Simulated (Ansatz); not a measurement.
# C4H8O3: small, medium and large basis sets

An exercise on one series of results from a longer session: the logs are not shown, and one member is left open.

The runs use Ansatz 0.2.0, Gaussian basis; one geometry, several basis sets.

Plan: PBE0-D4/def2-SVP; ωB97M-V/def2-SVP; PBE0-D4/def2-QZVPP; ωB97M-V/def2-QZVPP; the functionals' def2-TZVPP values are taken from earlier runs.

## The relaxed structure

All runs share one geometry, relaxed beforehand with PBE0-D4 in a triple-zeta def2 set.

SMILES `COC1OCCO1`, 15 atoms, charge 0, spin multiplicity 1.

Atoms are counted from 1 here; the program's logs count them from 0.

Bond lengths: C1–O2 1.408 Å, C1–H8 1.089 Å, C1–H9 1.098 Å, C1–H10 1.094 Å, O2–C3 1.391 Å, C3–O4 1.394 Å, C3–O7 1.375 Å, C3–H11 1.096 Å, O4–C5 1.420 Å, C5–C6 1.536 Å, C5–H12 1.091 Å, C5–H13 1.093 Å, C6–O7 1.420 Å, C6–H14 1.090 Å, C6–H15 1.093 Å. Angles: O2–C1–H8 107.0°, O2–C1–H9 111.1°, O2–C1–H10 111.6°, H8–C1–H9 108.8°, H8–C1–H10 109.5°, H9–C1–H10 108.7°, C1–O2–C3 113.1°, O2–C3–O4 112.0°, O2–C3–O7 108.3°, O2–C3–H11 110.9°, O4–C3–O7 107.0°, O4–C3–H11 108.3°, O7–C3–H11 110.3°, C3–O4–C5 106.5°, O4–C5–C6 104.1°, O4–C5–H12 107.9°, O4–C5–H13 110.7°, C6–C5–H12 113.2° and more.

The first run:

in.yaml

```yaml
crystal:
  periodic: [false, false, false]
  atoms:
    - {symbol: C, position_ang: [0.466009, -1.427494, 1.735019]}
    - {symbol: O, position_ang: [-0.169650, -1.204268, 0.498149]}
    - {symbol: C, position_ang: [0.611447, -0.476472, -0.394228]}
    - {symbol: O, position_ang: [0.813469, 0.833617, 0.037234]}
    - {symbol: C, position_ang: [-0.309130, 1.581776, -0.406531]}
    - {symbol: C, position_ang: [-0.942461, 0.699076, -1.492646]}
    - {symbol: O, position_ang: [-0.056655, -0.406013, -1.594335]}
    - {symbol: H, position_ang: [-0.198704, -2.055788, 2.326337]}
    - {symbol: H, position_ang: [1.421771, -1.951093, 1.599985]}
    - {symbol: H, position_ang: [0.651459, -0.489783, 2.267894]}
    - {symbol: H, position_ang: [1.591117, -0.949354, -0.531370]}
    - {symbol: H, position_ang: [0.053881, 2.537415, -0.787962]}
    - {symbol: H, position_ang: [-1.001270, 1.765918, 0.419557]}
    - {symbol: H, position_ang: [-0.989166, 1.182115, -2.469071]}
    - {symbol: H, position_ang: [-1.942106, 0.360349, -1.208041]}
basis:
  gaussian: {orbitals: def2-SVP}
hamiltonian: {xc: pbe0, dispersion: d4}
output: {orbitals: {seedname: orbitals}}
```

Started as:

```
> ansatz run in.yaml --threads 2 --pin off --events-out ev --progress --plain --max-ram 22528MiB --backend cpu
```

Among the steps run: PBE0-D4 in def2-SVP; ωB97M-V in def2-SVP; PBE0-D4 in def2-QZVPP; ωB97M-V in def2-QZVPP.

One of the session's tables, all rows but one given; the rest of the session is left out.

It belongs to the step «Density functionals: the series». 

| functional | basis | HOMO (eV) | LUMO (eV) |
| --- | --- | --- | --- |
| PBE0-D4 | def2-SVP | -7.53 | 1.91 |
| PBE0-D4 | def2-TZVPP | -7.64 | 1.37 |
| PBE0-D4 | def2-QZVPP | -7.67 | 0.82 |
| ωB97M-V | def2-SVP | -9.96 | 3.57 |
| ωB97M-V | def2-TZVPP | ? | ? |
| ωB97M-V | def2-QZVPP | -10.11 | 1.93 |

**Question.** Estimate the row for ωB97M-V, def2-TZVPP.

**Answer.** HOMO (eV): -10.07; LUMO (eV): 2.82. In the column «HOMO (eV)» it lies between ωB97M-V, def2-QZVPP (-10.11) and ωB97M-V, def2-SVP (-9.96).
